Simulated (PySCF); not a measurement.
# CF3SO2Cl: NMR shifts, electronic excitations and K edges in gas and solvents, part 2 of 2

PySCF 2.14.0. Atoms count from 0. Earlier steps stand in the parts before.

### Step 8. Ultraviolet spectrum: PBE0/def2-SVPD in benzene

The job: settings as JSON, then the geometry in Å.

```
{"job": {"kind": "uv", "xc": "PBE0", "basis": "def2-SVPD", "solvent": "benzene", "nstates": 6, "ntriplets": 0}, "charge": 0, "multiplicity": 1}
O      1.325806    -0.177955     1.467253
S      0.953379    -0.116462     0.076932
O      1.411101    -1.053597    -0.916644
Cl     1.301528     1.802009    -0.611273
C     -0.919111    -0.093552    -0.007385
F     -1.327327    -1.294242     0.340337
F     -1.383060     0.804167     0.828604
F     -1.303115     0.180207    -1.231825
```

With the program's defaults for keys left out, this is: TDDFT PBE0/def2-SVPD, vertical, IEF-PCM benzene (non-equilibrium linear response), core orbitals frozen in the response.

The program printed:

```text
coarse grid: 9768 points
cycle   1  E = -1344.5171274247  dE =  2.125e+00  |g| = 1.373e+00  |ddm| = 3.957e+00
cycle   2  E = -1343.2654738127  dE =  1.252e+00  |g| = 2.948e+00  |ddm| = 3.874e+00
cycle   3  E = -1344.8731864457  dE = -1.608e+00  |g| = 2.055e-01  |ddm| = 2.810e+00
cycle   4  E = -1344.8772580890  dE = -4.072e-03  |g| = 1.585e-01  |ddm| = 4.014e-01
cycle   5  E = -1344.8822818926  dE = -5.024e-03  |g| = 1.333e-02  |ddm| = 1.630e-01
cycle   6  E = -1344.8823211160  dE = -3.922e-05  |g| = 3.569e-03  |ddm| = 2.203e-02
cycle   7  E = -1344.8823228009  dE = -1.685e-06  |g| = 2.055e-03  |ddm| = 4.540e-03
final grid: 91928 points
cycle   8  E = -1345.0365939236  dE = -1.984e-05  |g| = 9.627e-03  |ddm| = 4.782e-02
cycle   9  E = -1345.0365554105  dE =  3.851e-05  |g| = 1.685e-02  |ddm| = 2.527e-02
cycle  10  E = -1345.0366124283  dE = -5.702e-05  |g| = 2.105e-03  |ddm| = 1.623e-02
cycle  11  E = -1345.0366133152  dE = -8.869e-07  |g| = 3.535e-04  |ddm| = 2.325e-03
cycle  12  E = -1345.0366133340  dE = -1.885e-08  |g| = 2.062e-04  |ddm| = 5.477e-04
cycle  13  E = -1345.0366133421  dE = -8.057e-09  |g| = 4.077e-05  |ddm| = 2.083e-04
cycle  14  E = -1345.0366133424  dE = -3.490e-10  |g| = 1.041e-05  |ddm| = 6.270e-05
converged SCF energy = -1345.0366133424

Static polarisability (au): isotropic 65.985, principal 60.003 61.125 76.829

Singlet excitations
state   eV       nm        f      main configurations
  1   5.5741    222.4   0.00426   H->L 0.98
  2   6.1122    202.8   0.00562   H-2->L 0.94
  3   6.3379    195.6   0.09632   H-1->L 0.85, H-4->L 0.10
  4   6.5548    189.2   0.00256   H-3->L 0.96
  5   7.2745    170.4   0.00922   H-5->L 0.93
  6   7.5516    164.2   0.21362   H-4->L 0.81
```

Run time: 15 s. Hardware: 1 thread of AMD EPYC 9R14, shared host; peak memory 0.88 GiB.

Key values: HOMO -9.92 eV, LUMO -2.64 eV; lowest singlet 5.57 eV.

### Step 9. Ultraviolet spectrum: PBE0/def2-SVPD in chloroform

Same as in step 8 but for these lines:

```diff
@@ -1,2 +1,2 @@
-{"job": {"kind": "uv", "xc": "PBE0", "basis": "def2-SVPD", "solvent": "benzene", "nstates": 6, "ntriplets": 0}, "charge": 0, "multiplicity": 1}
+{"job": {"kind": "uv", "xc": "PBE0", "basis": "def2-SVPD", "solvent": "chloroform", "nstates": 6, "ntriplets": 0}, "charge": 0, "multiplicity": 1}
 O      1.325806    -0.177955     1.467253
```

With the program's defaults for keys left out, this is: TDDFT PBE0/def2-SVPD, vertical, IEF-PCM chloroform (non-equilibrium linear response), core orbitals frozen in the response.

The program printed:

```text
coarse grid: 9768 points
cycle   1  E = -1344.5213573400  dE =  2.121e+00  |g| = 1.368e+00  |ddm| = 3.957e+00
cycle   2  E = -1343.3359498507  dE =  1.185e+00  |g| = 2.886e+00  |ddm| = 3.814e+00
cycle   3  E = -1344.8758339360  dE = -1.540e+00  |g| = 1.897e-01  |ddm| = 2.739e+00
cycle   4  E = -1344.8790440351  dE = -3.210e-03  |g| = 1.495e-01  |ddm| = 3.718e-01
cycle   5  E = -1344.8834326496  dE = -4.389e-03  |g| = 1.165e-02  |ddm| = 1.504e-01
cycle   6  E = -1344.8834618375  dE = -2.919e-05  |g| = 3.128e-03  |ddm| = 1.945e-02
cycle   7  E = -1344.8834631184  dE = -1.281e-06  |g| = 1.761e-03  |ddm| = 4.492e-03
final grid: 91928 points
cycle   8  E = -1345.0377331953  dE = -2.072e-05  |g| = 9.389e-03  |ddm| = 4.778e-02
cycle   9  E = -1345.0377007601  dE =  3.244e-05  |g| = 1.582e-02  |ddm| = 2.459e-02
cycle  10  E = -1345.0377509793  dE = -5.022e-05  |g| = 1.994e-03  |ddm| = 1.545e-02
cycle  11  E = -1345.0377517791  dE = -7.997e-07  |g| = 2.999e-04  |ddm| = 2.242e-03
cycle  12  E = -1345.0377517914  dE = -1.237e-08  |g| = 1.921e-04  |ddm| = 4.862e-04
cycle  13  E = -1345.0377517984  dE = -6.975e-09  |g| = 3.841e-05  |ddm| = 1.918e-04
cycle  14  E = -1345.0377517987  dE = -3.010e-10  |g| = 8.837e-06  |ddm| = 5.920e-05
converged SCF energy = -1345.0377517987

Static polarisability (au): isotropic 71.018, principal 64.929 65.300 82.826

Singlet excitations
state   eV       nm        f      main configurations
  1   5.5855    222.0   0.00415   H->L 0.98
  2   6.1008    203.2   0.00537   H-2->L 0.94
  3   6.3568    195.0   0.09573   H-1->L 0.84, H-4->L 0.10
  4   6.5841    188.3   0.00238   H-3->L 0.96
  5   7.3031    169.8   0.00919   H-5->L 0.93
  6   7.5776    163.6   0.20462   H-4->L 0.80
```

Run time: 15 s. Hardware: 1 thread of AMD EPYC 9R14, shared host; peak memory 0.88 GiB.

In short: HOMO -9.90 eV, LUMO -2.61 eV; lowest singlet 5.59 eV.

### Step 10. K-edge absorption: BHandHLYP/def2-SVPD+aug-pcX-1

Same as in step 9 but for these lines:

```diff
@@ -1,2 +1,2 @@
-{"job": {"kind": "uv", "xc": "PBE0", "basis": "def2-SVPD", "solvent": "chloroform", "nstates": 6, "ntriplets": 0}, "charge": 0, "multiplicity": 1}
+{"job": {"kind": "xas", "xc": "BHandHLYP", "basis": {"default": "aug-pcX-1", "H": "pcseg-1", "Cl": "def2-SVPD", "S": "def2-SVPD"}}, "charge": 0, "multiplicity": 1}
 O      1.325806    -0.177955     1.467253
```

With the program's defaults for keys left out, this is: core-valence-separated TDA BHandHLYP/aug-pcX-1 H:pcseg-1 Cl:def2-SVPD S:def2-SVPD, K edges, non-relativistic, gas phase.

The program printed:

```text
coarse grid: 9768 points
cycle   1  E = -1345.3961494210  dE =  2.208e+00  |g| = 1.433e+00  |ddm| = 3.617e+00
cycle   2  E = -1344.8648645004  dE =  5.313e-01  |g| = 2.305e+00  |ddm| = 3.008e+00
cycle   3  E = -1345.7779999978  dE = -9.131e-01  |g| = 1.482e-01  |ddm| = 1.969e+00
cycle   4  E = -1345.7805703220  dE = -2.570e-03  |g| = 9.991e-02  |ddm| = 2.185e-01
cycle   5  E = -1345.7823513205  dE = -1.781e-03  |g| = 1.020e-02  |ddm| = 8.513e-02
cycle   6  E = -1345.7823724953  dE = -2.117e-05  |g| = 2.807e-03  |ddm| = 1.344e-02
cycle   7  E = -1345.7823741263  dE = -1.631e-06  |g| = 1.236e-03  |ddm| = 3.867e-03
final grid: 91928 points
cycle   8  E = -1345.8562158786  dE = -9.621e-05  |g| = 3.570e-03  |ddm| = 2.302e-02
cycle   9  E = -1345.8562154311  dE =  4.475e-07  |g| = 3.337e-03  |ddm| = 4.068e-03
cycle  10  E = -1345.8562169888  dE = -1.558e-06  |g| = 9.003e-04  |ddm| = 2.612e-03
cycle  11  E = -1345.8562171023  dE = -1.136e-07  |g| = 4.193e-04  |ddm| = 8.540e-04
cycle  12  E = -1345.8562171303  dE = -2.800e-08  |g| = 4.748e-05  |ddm| = 2.861e-04
cycle  13  E = -1345.8562171308  dE = -4.709e-10  |g| = 1.156e-05  |ddm| = 5.148e-05
converged SCF energy = -1345.8562171308

C K edge
   eV          f      from atoms
  290.784   0.06752   C4
  292.578   0.06187   C4
  293.089   0.08214   C4
  294.103   0.03353   C4
  294.965   0.00532   C4
  296.143   0.02207   C4
  296.629   0.00496   C4
  296.659   0.00854   C4

O K edge
   eV          f      from atoms
  530.789   0.02763   O2
  530.799   0.03211   O0
  532.635   0.03512   O0
  532.660   0.03107   O2
  533.529   0.02575   O0
  533.555   0.02845   O2
  535.166   0.00680   O2
  535.223   0.00674   O0
  535.753   0.00806   O2
  535.765   0.00796   O0
  536.457   0.00116   O0
  536.458   0.00337   O2

F K edge
   eV          f      from atoms
  686.242   0.02185   F5
  686.793   0.01075   F6
  686.806   0.01143   F7
  687.543   0.02581   F7
  687.624   0.02498   F6
  688.261   0.00856   F5
  688.868   0.00401   F6
  688.883   0.00423   F7
  689.282   0.00755   F5
  689.377   0.00510   F5
  689.382   0.00939   F6
  689.418   0.00919   F7
  689.575   0.00838   F5
  689.662   0.00517   F6
  689.684   0.00540   F7
  689.898   0.02293   F5
```

Run time: 16 s. Hardware: 1 thread of AMD EPYC 9R14, shared host; peak memory 1 GiB.

### Step 11. Run by run: NMR shifts

Shifts (ppm), means over like atoms, with basis size and wall time (the measured row can stand on another reference than the computed rows):

| run | C4 | O0 | S1 | F5 | functions | time |
| --- | --- | --- | --- | --- | --- | --- |
| PBE0/pcSseg-1 in benzene | 126.6 | 311.7 | 345 | -82.5 | 150 | 12 s |
| PBE0/pcSseg-1 in chloroform | 127.0 | 310.6 | 345 | -81.1 | 150 | 10 s |
| WP04/pcSseg-1 in chloroform | 131.1 | 313.2 | 344 | -74.5 | 150 | 9.9 s |
| wB97X-D/pcSseg-1 in chloroform | 126.8 | 305.1 | 347 | -75.1 | 150 | 14 s |
| measured | – | – | – | -75.5 | – | – |

Measured: G. Saielli, R. Bini, A. Bagno, Computational 19F NMR. 2. Organic compounds, RSC Adv. 2014, ESI (exp. from Berger-Braun-Kalinowski 1994 and Everett 1995).

### Step 12. Run by run: electronic excitations

Excitations and ground-state properties, with basis size and wall time:

| run | lowest singlet (eV) | brightest (eV) | f | gap (eV) | α (Å³) | μ (D) | functions | time |
| --- | --- | --- | --- | --- | --- | --- | --- | --- |
| PBE0/def2-SVPD | 5.56 | 7.59 | 0.159 | 7.26 | 8.67 | 1.78 | 189 | 22 s |
| PBE0/def2-SVPD in benzene | 5.57 | 7.55 | 0.214 | 7.28 | 9.78 | 1.99 | 189 | 15 s |
| PBE0/def2-SVPD in chloroform | 5.59 | 7.58 | 0.205 | 7.29 | 10.52 | 2.12 | 189 | 15 s |

The continuum's effect on the ground state:

| solvent | ε | polarisation energy (Eh) | μ (D) |
| --- | --- | --- | --- |
| benzene | 2.27 | -0.0020 | 1.99 |
| chloroform | 4.71 | -0.0033 | 2.12 |

### Step 13. What came out

What follows sums up all 2 parts.

| quantity | value |
| --- | --- |
| rotational constants (main isotopes) | 2.05, 1.34, 1.17 GHz |
| 13C shifts against TMS (PBE0/pcSseg-1, benzene) | 126.6 ppm |
| 17O shifts against H2O (PBE0/pcSseg-1, benzene, means over atoms taken as alike) | 311.7 ppm |
| 33S shifts against CS2 (PBE0/pcSseg-1, benzene) | 345 ppm |
| 19F shifts against CFCl3 (PBE0/pcSseg-1, benzene, means over atoms taken as alike) | -82.5 ppm |
| shieldings of Cl (PBE0/pcSseg-1, benzene) | Cl3 300.2 ppm |
| measured, and computed on the same scale | F5 δ -75.5, -82.5 ppm |
| lowest singlet (PBE0/def2-SVPD) | 5.56 eV (223 nm), f = 0.003 |
| brightest single state of those computed | state 6, 7.59 eV, f = 0.159 |
| surface potential, 1st and 99th percentile | -0.74 V and 1.33 V |
| C K edge | first line 290.78 eV, strongest 293.09 eV (f = 0.082) |
| O K edge | first line 530.79 eV, strongest 532.63 eV (f = 0.035) |
| F K edge | first line 686.24 eV, strongest 687.54 eV (f = 0.026) |
| range of the shift of F5 (PBE0/pcSseg-1 runs) | -82.5 to -81.1 ppm |
| range of the lowest singlet | 5.56 to 5.59 eV |

What this shows: Over 8 steps the energy fell by 0.080 eV; of the close pairs, S1–Cl3 changed most, 2.020 to 2.068 Å. No frequency check was run at this level, so the end point may be a saddle. At PBE0/pcSseg-1: Shielding is most anisotropic at Cl3 (span 1158 ppm, paramagnetic term -845 ppm). Vibration and temperature are missing from the calculation, so part of the miss against the measured shifts is not the functional's. The lowest singlet, at 5.56 eV, is HOMO→LUMO 0.98 and is weak; of the 6 states computed, the strongest absorption comes from state 6 at 7.59 eV (the last computed, so partners may be missing). At PBE0/def2-SVPD, counted by nearest atom on the grid, the HOMO lies on Cl3 54 %; O0, O2 about 22 % each, the LUMO on Cl3 42 %; S1 30 %. At the C edge the strongest single line lifts a 1s electron of C4 into several orbitals, led by LUMO+4 (weight 0.24), 2.3 eV above the first line. At the O edge the strongest single line lifts a 1s electron of O0 into several orbitals, led by LUMO+2 (weight 0.34), 1.8 eV above the first line. At the F edge the strongest single line lifts a 1s electron of F7 into several orbitals, led by LUMO (weight 0.24), 1.3 eV above the first line. Absolute edge energies from this method are off by several eV; spacings are better. At one level, PBE0/pcSseg-1: Among the atoms with a shift in every run: Across the 2 runs the shift of F5 (with its like atoms) moves most, between -82.5 (PBE0/pcSseg-1 in benzene) and -81.1 ppm (PBE0/pcSseg-1 in chloroform). Part of that comes from the computed reference. The lowest singlet runs from 5.56 eV (PBE0/def2-SVPD) to 5.59 eV (PBE0/def2-SVPD in chloroform), while the orbital gap spans 7.26 to 7.29 eV. The lowest state need not be the same one in every run.
